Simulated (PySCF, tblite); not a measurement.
# C4H10B2O+ (doublet): geometry, infrared bands and EPR parameters

What infrared bands and EPR parameters should C4H10B2O+ (doublet) (`BBOC[C+]([CH2])C`) show?

Computed with tblite 0.8.0 and PySCF 2.14.0, with density-fitted response routines of our own, on a single molecule in the gas phase. Atoms are numbered from 0 throughout.

### Step 1. The molecule as given

17 atoms, charge 1, multiplicity 2; geometry from: force field or distance geometry start.

Bonds of the start (Å): B0–B1 1.66, B1–O2 1.46, O2–C3 1.42, C3–C4 1.50, C4–C5 1.50, C4–C6 1.50, B0–H7 1.18, B0–H8 1.18, B1–H9 1.19, C3–H10 1.10, C3–H11 1.12, C5–H12 1.10, C5–H13 1.11, C6–H14 1.11, C6–H15 1.10, C6–H16 1.11.

### Step 2. Geometry optimisation with GFN2-xTB

Job settings and geometry (Å):

```
{"job": {"kind": "relax", "xc": "GFN2-xTB", "basis": "xTB"}, "charge": 1, "multiplicity": 2}
B      3.275000     1.100900    -0.087100
B      2.362400    -0.115800     0.570800
O      0.957000     0.091700     0.914300
C      0.154900    -0.322600    -0.183600
C     -1.288700    -0.081500     0.157200
C     -1.759300     1.323800     0.372700
C     -2.256500    -1.218900     0.234200
H      4.416400     0.938200    -0.321300
H      2.765200     2.139800    -0.327600
H      2.879000    -1.151900     0.845300
H      0.393400     0.239600    -1.104200
H      0.297100    -1.422900    -0.367600
H     -2.536100     1.592000    -0.361400
H     -2.162000     1.426200     1.398200
H     -1.931900    -1.919400     1.030900
H     -2.297500    -1.753200    -0.723100
H     -3.275500    -0.854000     0.488700
```

Launch:

```sh
$ OMP_NUM_THREADS=1 python probes_run.py task.json out
```

One launch serves the whole session: the jobs run in the order shown.

**Question.** This job is followed by: GFN2-xTB harmonic vibrations, gas phase; UKS B3LYP, pcH-1 on B C H O, non-relativistic, mean-field spin-orbit, GIAO. Predict these results of the whole session: strongest single infrared mode (GFN2-xTB); zero-point energy (GFN2-xTB); g(iso) (B3LYP); ⟨S²⟩; largest a(iso) (averaged by class).

The runs gave:

| quantity | value |
| --- | --- |
| strongest single infrared mode (GFN2-xTB) | 813 cm⁻¹, 214 km/mol |
| zero-point energy (GFN2-xTB) | 81.4 kcal/mol |
| g(iso) (B3LYP) | 2.00311 |
| ⟨S²⟩ | 0.754 (exact 0.75) |
| largest a(iso) (averaged by class) | 1H on H9, 346.7 MHz |

What this shows: The optimisation took 130 steps and gained 3.929 eV; among the close pairs (by a distance rule), B1–O2 changed most, from 1.462 to 1.275 Å. No mode is imaginary among the 45: a minimum at this level. The strongest single mode, at 813 cm⁻¹, is spread over many atoms; the largest shares are those of H9, C3. Unscaled tight-binding wavenumbers are off by several per cent, some by more. Its intensities can rank the bands wrongly. The largest spin populations lie on C5 (0.20 e), B0 (0.20 e), H9 (0.15 e), O2 (0.14 e). The isotropic g lies 0.8 ppt above the free-electron value. These values are for one conformer; the search (at its own cheap level) found 1 more, at 0.78 kcal/mol, and measured spectra average over such forms.
